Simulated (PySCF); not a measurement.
**Zn⁺, Zn²⁺: ionisation energy in cc-pVTZ-PP with ECP10**

Each state of zinc is computed at each level; their differences give the ionisation energy. How far do the methods differ?

Program: PySCF 2.14.0. Level of theory: unrestricted determinants in a Gaussian basis, no spin-orbit coupling in the energies. These are calculated values, not measurements, unless marked.

**1. What is computed**

| Item | Value |
| --- | --- |
| Element | zinc (Z = 30) |
| Basis | cc-pVTZ-PP with ECP10MDF (5s5p4d2f1g, 63 functions) |
| Hamiltonian | a scalar-relativistic core potential |
| State 1 | Zn⁺: [Ar] 3d10 4s1, 2S determinant |
| State 2 | Zn²⁺: [Ar] 3d10, closed-shell 1S |
| Methods | UHF, r2SCAN, M06-L, MP2 |
| Core shells frozen in the correlated runs | valence: 3s2 3p6 (for Zn⁺) |

Outer shells as boxes (Hund's rule):

Zn+ [Ar] 3d10 4s1
```
[Ar] core
3d [↑↓][↑↓][↑↓][↑↓][↑↓]
4s [↑ ]
```

Zn2+ [Ar] 3d10
```
[Ar] core
3d [↑↓][↑↓][↑↓][↑↓][↑↓]
```

The runs were made by one driver on top of PySCF. The scripts below sum up each run's settings (the driver also hands on starting orbitals that pick excited configurations, and frozen orbitals as a list rather than a count), and the logs come from the driver's own runs. The driver starts from symmetry-adapted Hartree-Fock orbitals, holds the occupation by maximum overlap and uses a logarithmic radial grid for functionals, so a plain start would take other cycles.

It was started by

```console
> OMP_NUM_THREADS=1 python atomrun2.py TASK.json OUT
```

The integrals over 63 functions and the set-up took 0.3 s of CPU time.

**2. Zn⁺**

**UHF**

input.py reads:

```python
from pyscf import gto, scf, dft, mp, cc
import basis_set_exchange as bse
txt = bse.get_basis("cc-pVTZ-PP", elements=["Zn"], fmt="nwchem", header=False)
cut = txt.index("\nECP")
mol = gto.M(atom="Zn 0 0 0", charge=1, spin=1, symmetry="D2h",
            basis=gto.basis.parse(txt[:cut]),
            ecp={"Zn": gto.basis.parse_ecp(txt[cut:])})
mf = scf.UHF(mol)
mf.irrep_nelec = {'Ag': (4, 3), 'B1g': (1, 1), 'B2g': (1, 1), 'B3g': (1, 1), 'B1u': (1, 1), 'B2u': (1, 1), 'B3u': (1, 1)}
mf.kernel()
```

**r2SCAN**

input.py differs from the last one in:

```diff
@@ -7,3 +7,3 @@
             ecp={"Zn": gto.basis.parse_ecp(txt[cut:])})
-mf = scf.UHF(mol)
+mf = dft.UKS(mol, xc="R2SCAN")
 mf.irrep_nelec = {'Ag': (4, 3), 'B1g': (1, 1), 'B2g': (1, 1), 'B3g': (1, 1), 'B1u': (1, 1), 'B2u': (1, 1), 'B3u': (1, 1)}
```

**M06-L**

input.py differs from the last one in:

```diff
@@ -7,3 +7,3 @@
             ecp={"Zn": gto.basis.parse_ecp(txt[cut:])})
-mf = dft.UKS(mol, xc="R2SCAN")
+mf = dft.UKS(mol, xc="M06L")
 mf.irrep_nelec = {'Ag': (4, 3), 'B1g': (1, 1), 'B2g': (1, 1), 'B3g': (1, 1), 'B1u': (1, 1), 'B2u': (1, 1), 'B3u': (1, 1)}
```

**MP2 (valence)**

input.py differs from the last one in:

```diff
@@ -7,4 +7,5 @@
             ecp={"Zn": gto.basis.parse_ecp(txt[cut:])})
-mf = dft.UKS(mol, xc="M06L")
+mf = scf.UHF(mol)
 mf.irrep_nelec = {'Ag': (4, 3), 'B1g': (1, 1), 'B2g': (1, 1), 'B3g': (1, 1), 'B1u': (1, 1), 'B2u': (1, 1), 'B3u': (1, 1)}
 mf.kernel()
+mp.UMP2(mf, frozen=4).kernel()
```

**3. Zn²⁺, method by method**

**UHF**

input.py reads:

```python
from pyscf import gto, scf, dft, mp, cc
import basis_set_exchange as bse
txt = bse.get_basis("cc-pVTZ-PP", elements=["Zn"], fmt="nwchem", header=False)
cut = txt.index("\nECP")
mol = gto.M(atom="Zn 0 0 0", charge=2, spin=0, symmetry="D2h",
            basis=gto.basis.parse(txt[:cut]),
            ecp={"Zn": gto.basis.parse_ecp(txt[cut:])})
mf = scf.UHF(mol)
mf.irrep_nelec = {'Ag': (3, 3), 'B1g': (1, 1), 'B2g': (1, 1), 'B3g': (1, 1), 'B1u': (1, 1), 'B2u': (1, 1), 'B3u': (1, 1)}
mf.kernel()
```

**r2SCAN**

input.py differs from the last one in:

```diff
@@ -7,3 +7,3 @@
             ecp={"Zn": gto.basis.parse_ecp(txt[cut:])})
-mf = scf.UHF(mol)
+mf = dft.UKS(mol, xc="R2SCAN")
 mf.irrep_nelec = {'Ag': (3, 3), 'B1g': (1, 1), 'B2g': (1, 1), 'B3g': (1, 1), 'B1u': (1, 1), 'B2u': (1, 1), 'B3u': (1, 1)}
```

**M06-L**

input.py differs from the last one in:

```diff
@@ -7,3 +7,3 @@
             ecp={"Zn": gto.basis.parse_ecp(txt[cut:])})
-mf = dft.UKS(mol, xc="R2SCAN")
+mf = dft.UKS(mol, xc="M06L")
 mf.irrep_nelec = {'Ag': (3, 3), 'B1g': (1, 1), 'B2g': (1, 1), 'B3g': (1, 1), 'B1u': (1, 1), 'B2u': (1, 1), 'B3u': (1, 1)}
```

**MP2 (valence)**

input.py differs from the last one in:

```diff
@@ -7,4 +7,5 @@
             ecp={"Zn": gto.basis.parse_ecp(txt[cut:])})
-mf = dft.UKS(mol, xc="M06L")
+mf = scf.UHF(mol)
 mf.irrep_nelec = {'Ag': (3, 3), 'B1g': (1, 1), 'B2g': (1, 1), 'B3g': (1, 1), 'B1u': (1, 1), 'B2u': (1, 1), 'B3u': (1, 1)}
 mf.kernel()
+mp.UMP2(mf, frozen=4).kernel()
```

Q: Predict the outcome of this session.

As calculated:

| quantity | value |
| --- | --- |
| ionisation energy, Zn⁺ | UHF 16.839, MP2 (valence) 17.727 eV; reference 17.964 |

Each level's miss and price (over 1 difference):

```tsv
method	mean absolute miss against the measured value (with the measured fine structure taken into account where it is known) (eV)	CPU time, both states (s)
UHF	1.125	0.36
r2SCAN	0.576	1
M06-L	0.049	1.1
MP2 (valence)	0.238	0.49
SCS-MP2 (valence)	0.389	0.49
```

Against experiment M06-L comes closest (off by 0.05 eV) and UHF is farthest (1.12 eV). Hartree-Fock falls short because the species with more electrons holds more correlation energy, which it lacks. The basis is finite, and no extrapolation was made. The dearest level timed, M06-L, costs 3.2 times the cheapest, UHF, and differs from the measured value (with the measured fine structure taken into account where it is known) by 0.05 against 1.12 eV.
